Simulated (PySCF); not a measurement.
# FeN₂⁻: structure of the doublet

Where does doublet FeN₂⁻ go from a end-on start, is the end point a minimum, and what are its modes, charges and moments?

Method: PBE0, basis Fe def2-SVPD, N def2-SVPD, no relativity, density fitting; program: PySCF 2.14.0.

## Step 1: Where the work starts

3 atoms, charge -1, spin multiplicity 2.

Bond lengths: Fe1–N2 1.926 Å, N2–N3 1.204 Å. Angles: Fe1–N2–N3 119.9°.

```xyz
3
charge -1 multiplicity 2
Fe    0.0000    0.0000    0.0000
N     0.0000    0.0000    1.9261
N     1.0440    0.0000    2.5261
```

## Step 2: The SCF at the typed geometry

The steps below are one call of a driver around PySCF. For each, scf.py gives the equivalent set-up of the SCF; relaxations use the driver's own optimiser. After this first run the driver tries any further starts and a stability analysis.

Input file scf.py:

```python
from pyscf import gto, scf, dft
mol = gto.M(atom='''
Fe     0.000000     0.000000     0.000000
N      0.000000     0.000000     1.926100
N      1.044000     0.000000     2.526100''',
    basis={'Fe': 'def2-SVPD', 'N': 'def2-SVPD'},
    charge=-1, spin=1)
mf = dft.UKS(mol, xc='PBE0')
mf.grids.atom_grid = (50, 194)
aux = {'Fe': 'def2-universal-JKFIT', 'N': 'def2-universal-JKFIT'}
mf = mf.density_fit(auxbasis=aux)
mf.conv_tol = 1e-08
mf.diis_space = 10
mf.max_cycle = 60
mf.init_guess = 'minao'
mf.verbose = 4
mf.kernel()
```

Started as:

```console
OMP_NUM_THREADS=2 python axn.py task.json out
```

The log of the run (excerpt; [...] marks lines left out):

```text
[... the frontier levels of the middle cycles are left out ...]
init E= -1371.66763457077
[... the frontier-level lines of each cycle are left out ...]
cycle= 1 E= -1358.01224435066  delta_E= 13.7  |g|= 3.21  |ddm|= 4.31
cycle= 2 E= -1328.96943554471  delta_E=   29  |g|= 4.67  |ddm|= 8.83
cycle= 3 E= -1364.80930787577  delta_E= -35.8  |g|= 3.72  |ddm|= 7.24
cycle= 4 E= -1366.11059704891  delta_E= -1.3  |g|= 3.49  |ddm|= 1.47
cycle= 5 E= -1363.87297458983  delta_E= 2.24  |g|= 3.94  |ddm|= 1.25
cycle= 6 E= -1362.53901239834  delta_E= 1.33  |g|= 4.02  |ddm|= 0.806
cycle= 7 E= -1362.92172544859  delta_E= -0.383  |g|=    4  |ddm|= 0.197
cycle= 8 E= -1362.92975139326  delta_E= -0.00803  |g|=    4  |ddm|= 0.0063
cycle= 9 E= -1362.81107648742  delta_E= 0.119  |g|= 4.01  |ddm|= 0.0719
cycle= 10 E= -1362.8148079336  delta_E= -0.00373  |g|= 4.02  |ddm|= 0.162
cycle= 11 E= -1363.69598946622  delta_E= -0.881  |g|= 3.96  |ddm|= 0.528
cycle= 12 E= -1277.54375888958  delta_E= 86.2  |g|= 7.81  |ddm|= 32.3
cycle= 13 E= -1365.6776944479  delta_E= -88.1  |g|=  3.1  |ddm|= 30.1
cycle= 14 E= -1366.2846423208  delta_E= -0.607  |g|= 3.45  |ddm|= 8.13
[... 22 cycles left out ...]
cycle= 37 E= -1372.54342846868  delta_E= -3.27e-05  |g|= 0.00219  |ddm|= 0.0444
cycle= 38 E= -1372.54344080752  delta_E= -1.23e-05  |g|= 0.00232  |ddm|= 0.0233
cycle= 39 E= -1372.54346141251  delta_E= -2.06e-05  |g|= 0.00052  |ddm|= 0.0524
cycle= 40 E= -1372.54346289869  delta_E= -1.49e-06  |g|= 0.000354  |ddm|= 0.0105
cycle= 41 E= -1372.54346323804  delta_E= -3.39e-07  |g|= 0.000171  |ddm|= 0.00474
cycle= 42 E= -1372.54346343856  delta_E= -2.01e-07  |g|= 0.00013  |ddm|= 0.00192
cycle= 43 E= -1372.54346356736  delta_E= -1.29e-07  |g|= 0.000109  |ddm|= 0.00156
cycle= 44 E= -1372.5434636715  delta_E= -1.04e-07  |g|= 7.86e-05  |ddm|= 0.00158
cycle= 45 E= -1372.54346379599  delta_E= -1.24e-07  |g|= 7.66e-05  |ddm|= 0.00198
cycle= 46 E= -1372.54346401019  delta_E= -2.14e-07  |g|= 5.64e-05  |ddm|= 0.00391
cycle= 47 E= -1372.54346417758  delta_E= -1.67e-07  |g|= 3.85e-05  |ddm|= 0.00465
cycle= 48 E= -1372.54346423115  delta_E= -5.36e-08  |g|= 2.7e-05  |ddm|= 0.00249
cycle= 49 E= -1372.54346425821  delta_E= -2.71e-08  |g|= 1.64e-05  |ddm|= 0.00215
cycle= 50 E= -1372.54346426326  delta_E= -5.05e-09  |g|= 9.25e-06  |ddm|= 0.000688
Extra cycle  E= -1372.54346426357  delta_E= -3.17e-10  |g|= 1.01e-05  |ddm|= 5.15e-05
converged SCF energy = -1372.54346426357  <S^2> = 2.5428611  2S+1 = 3.3423711
```

This step, with its further starts and checks, took 24 s on 2 threads of Arm Neoverse N1, shared host.

The starts that the driver tried:

```csv
start,energy (Eh)
the minimal-basis guess,-1372.543464
a thermally smeared density,-1372.545670
a smeared PBE density,-1372.551640
```

This is not the lowest solution: one lies 21.5 kJ/mol lower, at -1372.55164 Eh, and the relaxation starts from that.

## Step 3: Relaxation: end-on start, doublet

The program finds Cs symmetry in the start, which this walk keeps. The walk stops when the largest gradient is under 0.0003 Eh/bohr and the energy has settled too.

Changes to scf.py since step 2:

```diff
@@ -3,3 +3,3 @@
-Fe     0.000000     0.000000     0.000000
-N      0.000000     0.000000     1.926100
-N      1.044000     0.000000     2.526100''',
+Fe    -0.174160     0.000000    -0.742717
+N     -0.174160     0.000000     1.183383
+N      0.869840     0.000000     1.783383''',
@@ -15 +14,0 @@
-mf.init_guess = 'minao'
```

Steps of the walk:

```csv
step,energy (Eh),change (kJ/mol),largest symmetric gradient (Eh/bohr)
0,-1372.551640,0.00,0.03893
1,-1372.555749,-10.79,0.04239
2,-1372.561685,-26.37,0.02349
3,-1372.563533,-31.23,0.01362
4,-1372.565265,-35.77,0.02944
5,-1372.567483,-41.59,0.05333
6,-1372.569979,-48.15,0.05818
7,-1372.573546,-57.51,0.03014
8,-1372.575408,-62.40,0.00986
9,-1372.576109,-64.24,0.01297
10,-1372.576227,-64.55,0.01806
11,-1372.576410,-65.03,0.00149
12,-1372.576413,-65.04,0.00021
```

The walk took 39 s.

Positions (Å) and forces (eV/Å) along the way:

```
step 0
Fe  -0.174   0.000  -0.743  -0.099   0.000   1.559
N   -0.174   0.000   1.183   2.002   0.000  -0.647
N    0.870   0.000   1.783  -1.903   0.000  -0.911
step 1
Fe  -0.178   0.000  -0.712  -0.189   0.000   1.264
N   -0.145   0.000   1.160  -0.640   0.000  -2.180
N    0.844   0.000   1.776   0.830   0.000   0.916
step 6
Fe  -0.309   0.000  -0.694  -0.369   0.000  -0.506
N    0.069   0.000   0.965   2.530   0.000   2.992
N    0.762   0.000   1.953  -2.162   0.000  -2.486
step 12
Fe  -0.386   0.000  -0.698   0.004   0.000   0.003
N    0.242   0.000   0.919  -0.004   0.000  -0.011
N    0.665   0.000   2.003   0.000   0.000   0.008
```

After 12 steps and 65.0 kJ/mol it ends at C∞v: Fe–N 1.735 Å, N–N 1.163 Å; Fe–N–N 179.9°.

## Step 4: Hessian and properties

On the finer grid the gradient is checked again; gradients at displacements of ±0.02 bohr then give force constants and infrared intensities.

Changes to scf.py since step 3:

```diff
@@ -3,3 +3,3 @@
-Fe    -0.174160     0.000000    -0.742717
-N     -0.174160     0.000000     1.183383
-N      0.869840     0.000000     1.783383''',
+Fe    -0.280244     0.000000    -0.720361
+N      0.348913     0.000000     0.896872
+N      0.770466     0.000000     1.980465''',
@@ -9 +9 @@
-mf.grids.atom_grid = (50, 194)
+mf.grids.atom_grid = (75, 302)
@@ -12 +12 @@
-mf.conv_tol = 1e-08
+mf.conv_tol = 1e-10
```

This SCF starts from the last density.

Log of the central SCF (cycles and frontier levels):

```text
init E= -1372.57629476512
[... the frontier-level lines of each cycle are left out ...]
cycle= 1 E= -1372.57629476453  delta_E= 5.9e-10  |g|= 4.12e-05  |ddm|= 8.62e-05
cycle= 2 E= -1372.57629475214  delta_E= 1.24e-08  |g|= 0.000185  |ddm|= 0.000392
cycle= 3 E= -1372.57629476505  delta_E= -1.29e-08  |g|= 1.71e-05  |ddm|= 0.000336
cycle= 4 E= -1372.57629476518  delta_E= -1.24e-10  |g|= 4.67e-07  |ddm|= 1.52e-05
cycle= 5 E= -1372.57629476517  delta_E= 1.59e-12  |g|= 4.69e-07  |ddm|= 5.95e-06
Extra cycle  E= -1372.57629476518  delta_E= -2.27e-12  |g|= 7.73e-07  |ddm|= 3.07e-06
converged SCF energy = -1372.57629476518  <S^2> = 2.3122078  2S+1 = 3.2013796
```

The whole step took 49 s.

Geometry: C∞v; Fe–N 1.735 Å, N–N 1.163 Å; Fe–N–N 180.0°.

Harmonic modes (main isotopes):

```tsv
ω (cm⁻¹)	IR (km/mol)
238	14.7
267	0.8
492	13.1
1986	965
```

No imaginary mode, so this is a minimum.

The SCF density has lower symmetry than the nuclear frame, so the modes carry no labels; pairs that should be degenerate can split.

Properties at this point:

* Dipole moment about the centre of mass: 0.43 D
* Highest occupied level: 1.05 eV
* Lowest empty level: 2.92 eV
* Rotational constants: 0.1538 cm⁻¹
* Zero-point energy: 17.8 kJ/mol
* Principal polarisabilities: 118.8, 125.8, 159.4 bohr³
* Principal traceless quadrupole moments about the centre of mass: -20.63, 8.65, 11.98 D Å
* Entropy at 298.15 K and 1 bar (electronic part: spin only): 255.3 J/(mol K)
* Heat capacity Cp at 298.15 K: 49.2 J/(mol K)
* Enthalpy at 298.15 K above 0 K: 11.82 kJ/mol
* Rotational symmetry number: 1
* Spin squared ⟨S²⟩: 2.312

Charges (e) and bond orders:

```
atom  Mulliken  Löwdin  polar tensor  spin (Mulliken)  Mayer order to Fe1
 Fe1     -0.42   -0.30         -0.65             1.91                   –
  N2     -0.18   -0.51          0.83            -0.27                0.80
  N3     -0.41   -0.19         -1.18            -0.63                0.42
```

Mulliken populations on Fe1: s 7.35, p 12.56, d 6.51, f 0.00.

## Step 5: Results

| quantity | value |
| --- | --- |
| minimum | broken-symmetry (Ms = 1/2), C∞v |
| geometry | Fe–N 1.735 Å, N–N 1.163 Å; Fe–N–N 180.0° |
| wavenumbers (cm⁻¹) | 238, 267, 492, 1986 |
| dipole moment (centre of mass) | 0.43 D |
| highest occupied, lowest empty level (either spin) | 1.05, 2.92 eV |
| polar-tensor charge of Fe1 | -0.65 e |
| zero-point energy | 17.8 kJ/mol |
| entropy at 298.15 K | 255.3 J/(mol K) |
| ⟨S²⟩ | 2.312 |

What this shows: The end-on start (Cs) ends in a minimum of C∞v symmetry. The determinant is spin-contaminated (⟨S²⟩ = 2.31 against 0.75), so it is no pure spin state. The strongest infrared band lies at 1986 cm⁻¹. The first SCF alone would have been 21 kJ/mol too high. Other starts or spin states, not run here, may lie lower. The SCF density has lower symmetry than the nuclear frame. A highest occupied level above zero is common for anions with such functionals; it warns that the extra electron is poorly described. Open d and f shells are described by one determinant, and the ground state may have another occupation or spin.

The search up to here took 1.9 min.
